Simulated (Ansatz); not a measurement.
# Si2NH6 (SMILES N[SiH][SiH3]) at U-revPBE/6-311+G(d,p)

Aim: the electronic atomisation energy of Si2NH6 at U-revPBE/6-311+G**, from 4 runs. 

Program for the calculation: Ansatz 0.2.0.

26 further runs of the same task are left out: 26 set aside as unsound or not needed. Runs told in other sessions of the task aren't counted.

## 1. Starting point

Si2NH6 has 9 atoms, charge 0, and is taken as a doublet. SMILES: `N[SiH][SiH3]`. The shape is that of a PBE0-D4/def2-TZVP optimisation. This is one conformer, not always the lowest.

Bond lengths: N1–Si2 1.725 Å, Si2–Si3 2.338 Å, N1–H4 1.007 Å, N1–H5 1.007 Å, Si2–H6 1.494 Å, Si3–H7 1.491 Å, Si3–H8 1.490 Å, Si3–H9 1.488 Å. Some angles: N1–Si2–Si3 110.8°, N1–Si2–H6 105.7°, Si3–Si2–H6 112.7°, Si2–N1–H4 121.0°, Si2–N1–H5 120.5°, Si2–Si3–H7 114.8°, Si2–Si3–H8 108.4°, Si2–Si3–H9 108.6°, H4–N1–H5 111.4°, H7–Si3–H8 107.8°.

## 2. A single-point energy at U-revPBE/6-311+G(d,p)

Contents of molecule.yaml:

```yaml
crystal:
  periodic: [false, false, false]
  atoms:
    - {symbol: N, position_ang: [-0.800100, 0.840300, -1.401300]}
    - {symbol: Si, position_ang: [-0.412600, 0.902100, 0.278900]}
    - {symbol: Si, position_ang: [0.627800, -1.077000, 0.962500]}
    - {symbol: H, position_ang: [-1.356700, 0.089900, -1.777700]}
    - {symbol: H, position_ang: [-0.920900, 1.689300, -1.930000]}
    - {symbol: H, position_ang: [0.461600, 2.102100, 0.448200]}
    - {symbol: H, position_ang: [1.938500, -1.353900, 0.307200]}
    - {symbol: H, position_ang: [-0.282400, -2.217000, 0.659800]}
    - {symbol: H, position_ang: [0.833300, -1.021900, 2.435300]}
basis:
  gaussian:
    orbitals: 6-311+G_st__st_-spherical.json
hamiltonian:
  xc: {name: revPBE}
output: {orbitals: {seedname: orbitals}}
accuracy: high
magnetization:
  spin_polarized: true
  initial_magnetization: 1
```

The basis set 6-311+G** is read from a file made from the Basis Set Exchange's data (not shown).

On the command line:

```bash
$ ansatz run molecule.yaml --threads 1 --pin off --max-ram 2610MiB --events-out events.jsonl --progress --plain --runs-dir runs
```

Output:

```text
Warning: RAYON_NUM_THREADS=1 ignored (pool sized by the plan → 1); use --threads N
Functional definition: revPBE
  name "revPBE"
  parameter kappa = 1.245
  parameter beta = 0.06672455060314922
  exchange = pbe_x(kappa = kappa, mu = beta*pi^2/3)
  correlation = pbe_c(beta = beta)
2208 factors; integrals over basis functions are off by at most 3.1e-8 eV
mean field evaluation 1: about -17329.2478 eV, gradient 5.1e1 eV
mean field evaluation 2: about -17277.7359 eV, gradient 9.4e1 eV
mean field evaluation 4: about -17339.2048 eV, gradient 6.0e0 eV
mean field evaluation 8: about -17339.4502 eV, gradient 3.8e-1 eV
mean field evaluation 16: about -17339.4511 eV, gradient 1.4e-4 eV
mean field -17339.45114120 eV, -637.2130763369 hartree, gradient 9.5e-8 eV, S^2 0.752359; 0 other end points of the search recorded, 0 dependent functions left out
reference -17339.45114902 eV, -637.2130766245 hartree; 21, 20 occupied and 97, 98 virtual orbitals, 2208 factors
Total energy: -17339.45114902 eV, -637.2130766245 hartree
```

Wall time 5.1 s (1 thread of AMD EPYC 9R45 (Zen 5), shared host); peak memory 0.4 GiB.

## 3. The H atom, same level

Contents of molecule.yaml:

```yaml
crystal:
  periodic: [false, false, false]
  atoms:
    - symbol: H
      position_ang: [0.000000, 0.000000, 0.000000]
basis:
  gaussian: {orbitals: 6-311+G_st__st_.json}
accuracy: high
hamiltonian: {xc: {name: revPBE}}
magnetization: {spin_polarized: true, initial_magnetization: 1}
total_charge: 0
```

The basis set 6-311+G** is read from a file made from the Basis Set Exchange's data (not shown).

Run the same way, it converges to -0.50413 Eh (log not shown).

## 4. The N atom, same level

Contents of input.yaml:

```yaml
crystal:
  periodic: [false, false, false]
  atoms:
    - {symbol: N, position_ang: [0.000000, 0.000000, 0.000000]}
basis:
  gaussian:
    orbitals: 6-311+G_st__st_.json
magnetization:
  spin_polarized: true
  initial_magnetization: 3
hamiltonian:
  xc: {name: revPBE}
accuracy: high
```

The basis set 6-311+G** is read from a file made from the Basis Set Exchange's data (not shown).

On the command line:

```bash
$ ansatz run input.yaml --threads 1 --pin off --max-ram 2610MiB --events-out events.jsonl --progress --plain --runs-dir runs
```

Output:

```text
Warning: RAYON_NUM_THREADS=1 ignored (pool sized by the plan → 1); use --threads N
[... 6 set-up lines as earlier in the session ...]
169 factors; integrals over basis functions are off by at most 2.8e-9 eV
mean field evaluation 1: about -1484.9510 eV, gradient 9.1e0 eV
mean field evaluation 2: about -1484.9912 eV, gradient 8.4e0 eV
mean field evaluation 4: about -1485.3224 eV, gradient 1.6e-1 eV
mean field evaluation 8: about -1485.3224 eV, gradient 6.3e-4 eV
mean field -1485.32240999 eV, -54.5845917796 hartree, gradient 9.3e-9 eV, S^2 3.752660; 0 other end points of the search recorded, 0 dependent functions left out
reference -1485.32241416 eV, -54.5845919327 hartree; 5, 2 occupied and 17, 20 virtual orbitals, 169 factors
Total energy: -1485.32241416 eV, -54.5845919327 hartree
```

Wall time 0.16 s (1 thread of AMD EPYC 9R45 (Zen 5), shared host).

## 5. The Si atom

Contents of molecule.yaml:

```yaml
crystal:
  periodic: [false, false, false]
  atoms:
    - {symbol: Si, position_ang: [0.000000, 0.000000, 0.000000]}
basis:
  gaussian:
    orbitals: 6-311+G_st__st_-spherical.json
magnetization:
  spin_polarized: true
  initial_magnetization: 2
hamiltonian:
  xc: {name: revPBE}
accuracy: high
```

The basis set 6-311+G** is read from a file made from the Basis Set Exchange's data (not shown).

Run the same way, it converges to -289.31707 Eh (log not shown).

## 6. Summary of results

Level: U-revPBE/6-311+G**.

```
                                    quantity          value
                      molecule: total energy  -637.21308 Eh
molecule: HOMO energy (highest over α and β)       -4.17 eV
 molecule: LUMO energy (lowest over α and β)       -2.81 eV
                              molecule: ⟨S²⟩          0.752
                        H atom: total energy    -0.50413 Eh
                                H atom: ⟨S²⟩          0.750
                        N atom: total energy   -54.58459 Eh
                                N atom: ⟨S²⟩          3.753
                       Si atom: total energy  -289.31707 Eh
                               Si atom: ⟨S²⟩          2.002
               electronic atomisation energy      26.384 eV
```

Taking the molecule apart into free atoms costs 26.38 eV (608 kcal/mol), before zero-point energy and without spin-orbit coupling.
